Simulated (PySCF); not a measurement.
# V: excitation energies in def2-QZVPPD

Each state of vanadium is computed at each level; their differences give the excitation energy. How far do the methods differ?

The numbers are computed with PySCF 2.14.0 (unrestricted determinants in a Gaussian basis, no spin-orbit coupling in the energies), except any that are marked as measured or tabulated.

**1. What is computed**

| Property | Result |
| --- | --- |
| Element | vanadium (Z = 23) |
| Basis | def2-QZVPPD (11s6p5d3f2g, 93 functions) |
| Hamiltonian | the non-relativistic Hamiltonian (point nucleus) |
| State 1 | V: [Ar] 3d5, high-spin 6S determinant (an excited configuration) |
| State 2 | V: [Ar] 3d3 4s1 4p1, one real determinant (an excited configuration) |
| State 3 | V: [Ar] 3d3 4s1 5s1, high-spin 6F determinant (an excited configuration) |
| State 4 | V: [Ar] 3d4 4s1, high-spin 6D determinant (an excited configuration) |
| Needed too, but not shown | V [Ar] 3d3 4s2 (4F) |
| Methods | CCSD(T) |
| Core shells frozen in the correlated runs | valence: [Ar] (for V) |

Outer shells as boxes (Hund's rule):

V [Ar] 3d5
```
[Ar] core
3d [↑ ][↑ ][↑ ][↑ ][↑ ]
```

V [Ar] 3d3 4s1 4p1
```
[Ar] core
3d [↑ ][↑ ][↑ ][  ][  ]
4s [↑ ]
4p [↑ ][  ][  ]
```

V [Ar] 3d3 4s1 5s1
```
[Ar] core
3d [↑ ][↑ ][↑ ][  ][  ]
4s [↑ ]
5s [↑ ]
```

V [Ar] 3d4 4s1
```
[Ar] core
3d [↑ ][↑ ][↑ ][↑ ][  ]
4s [↑ ]
```

The runs were made by one driver on top of PySCF. The scripts below sum up each run's settings (the driver also hands on starting orbitals that pick excited configurations, and frozen orbitals as a list rather than a count), and the logs come from the driver's own runs. The driver starts from symmetry-adapted Hartree-Fock orbitals, holds the occupation by maximum overlap and uses a logarithmic radial grid for functionals, so a plain start would take other cycles.

The integrals over 93 functions and the set-up took 2.6 s of CPU time.

**2. V [Ar] 3d5: CCSD(T) (valence)**

CCSD(T) (valence):

input.py reads:

```python
from pyscf import gto, scf, dft, mp, cc
import basis_set_exchange as bse
mol = gto.M(atom="V 0 0 0", charge=0, spin=5, symmetry="D2h",
            basis=gto.basis.parse(bse.get_basis("def2-QZVPPD", elements=["V"], fmt="nwchem")))
mf = scf.UHF(mol)
mf.irrep_nelec = {'Ag': (5, 3), 'B1g': (1, 0), 'B2g': (1, 0), 'B3g': (1, 0), 'B1u': (2, 2), 'B2u': (2, 2), 'B3u': (2, 2)}
mf.kernel()
mycc = cc.CCSD(mf, frozen=9).run()
mycc.ccsd_t()
```

**3. V [Ar] 3d3 4s1 4p1: CCSD(T) (valence)**

CCSD(T) (valence):

input.py: that of step 2 with these lines changed.

```diff
@@ -5,3 +5,3 @@
 mf = scf.UHF(mol)
-mf.irrep_nelec = {'Ag': (5, 3), 'B1g': (1, 0), 'B2g': (1, 0), 'B3g': (1, 0), 'B1u': (2, 2), 'B2u': (2, 2), 'B3u': (2, 2)}
+mf.irrep_nelec = {'Ag': (4, 3), 'B1g': (1, 0), 'B2g': (1, 0), 'B3g': (1, 0), 'B1u': (2, 2), 'B2u': (3, 2), 'B3u': (2, 2)}
 mf.kernel()
```

**4. V [Ar] 3d3 4s1 5s1: CCSD(T) (valence)**

CCSD(T) (valence):

input.py: that of step 3 with these lines changed.

```diff
@@ -5,3 +5,3 @@
 mf = scf.UHF(mol)
-mf.irrep_nelec = {'Ag': (4, 3), 'B1g': (1, 0), 'B2g': (1, 0), 'B3g': (1, 0), 'B1u': (2, 2), 'B2u': (3, 2), 'B3u': (2, 2)}
+mf.irrep_nelec = {'Ag': (5, 3), 'B1g': (1, 0), 'B2g': (1, 0), 'B3g': (1, 0), 'B1u': (2, 2), 'B2u': (2, 2), 'B3u': (2, 2)}
 mf.kernel()
```

**5. V [Ar] 3d4 4s1: CCSD(T) (valence)**

CCSD(T) (valence):

input.py is that of step 4.

Before running it: what results should come out?

The runs gave:

| quantity | value |
| --- | --- |
| excitation energy, V → [Ar] 3d5 | UHF 3.502, CCSD(T) (valence) 2.654 eV |
| excitation energy, V → [Ar] 3d3 4s1 4p1 | UHF 1.001, CCSD(T) (valence) 1.968 eV |
| excitation energy, V → [Ar] 3d3 4s1 5s1 | UHF 3.821, CCSD(T) (valence) 4.795 eV |
| excitation energy, V → [Ar] 3d4 4s1 | UHF 0.233, CCSD(T) (valence) 0.381 eV; reference 0.245 |

Each level's miss (mean over 1 difference):

| method | mean absolute miss against the measured value (with the measured fine structure taken into account where it is known) (eV) |
| --- | --- |
| UHF | 0.012 |
| MP2 (valence) | 0.042 |
| SCS-MP2 (valence) | 0.761 |
| CCSD (valence) | 0.119 |
| CCSD(T) (valence) | 0.136 |

In words: UHF lands nearest to the measured value (off by 0.01 eV); SCS-MP2 (valence) misses by most (0.76 eV). In a finite basis a lower level can come nearest by cancelling errors. The basis is finite, and no extrapolation was made.
